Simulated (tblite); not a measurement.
# C7H15P: the cost of one run

Programs: tblite 0.8.0 and PySCF 2.14.0, with density-fitted response routines of our own. Each step states its level of theory. These are calculated values for one molecule, in the gas phase or a continuum, unless marked as measured. Atoms are numbered from 0 throughout.

### Step 1. Starting geometry

23 atoms, charge 0, multiplicity 1; geometry from: force field or distance geometry start.

Bonds of the start (Å): C0–C1 1.49, C1–C2 1.52, C2–P3 1.85, P3–C4 1.89, C4–C5 1.52, C5–C6 1.52, C6–C7 1.50, C6–P3 1.82, C0–H8 1.11, C0–H9 1.12, C0–H10 1.13, C1–H11 1.13, C1–H12 1.12, C2–H13 1.11, C2–H14 1.10, C4–H15 1.10, C4–H16 1.10, C5–H17 1.10, C5–H18 1.09, C6–H19 1.11, C7–H20 1.11, C7–H21 1.11, C7–H22 1.12.

### Step 2. Optimising the geometry with GFN2-xTB

What the job is given:

```
{"job": {"kind": "relax", "xc": "GFN2-xTB", "basis": "xTB"}, "charge": 0, "multiplicity": 1}
C     -3.091000     0.196000    -0.277500
C     -2.177700    -0.261300     0.808200
C     -0.912700     0.572000     0.966400
P     -0.022400     0.493100    -0.657100
C      0.549000    -1.300900    -0.825900
C      1.771000    -1.012600     0.035900
C      1.790100     0.349400    -0.629700
C      2.596600     1.316300     0.177200
H     -2.539600     0.581000    -1.156400
H     -3.865700     0.912200     0.108800
H     -3.685100    -0.688200    -0.653400
H     -1.864600    -1.309000     0.527100
H     -2.728900    -0.356600     1.782600
H     -0.274100     0.144700     1.771100
H     -1.194300     1.596700     1.263900
H      0.794500    -1.580400    -1.857800
H     -0.107600    -1.991100    -0.274800
H      1.543100    -0.893400     1.108700
H      2.661000    -1.607600    -0.163300
H      2.217100     0.240400    -1.647900
H      2.747800     2.255800    -0.391300
H      3.594900     0.867800     0.335000
H      2.194000     1.502800     1.206200
```

Started as:

```sh
> OMP_NUM_THREADS=1 python probes_run.py task.json out
```

This one command runs all jobs of the session in turn.

**Question.** How long does this first job take on 1 thread of Arm Neoverse V1, shared host, and how much memory does it need?

About 1.2 s, with a peak of 0.18 GiB.
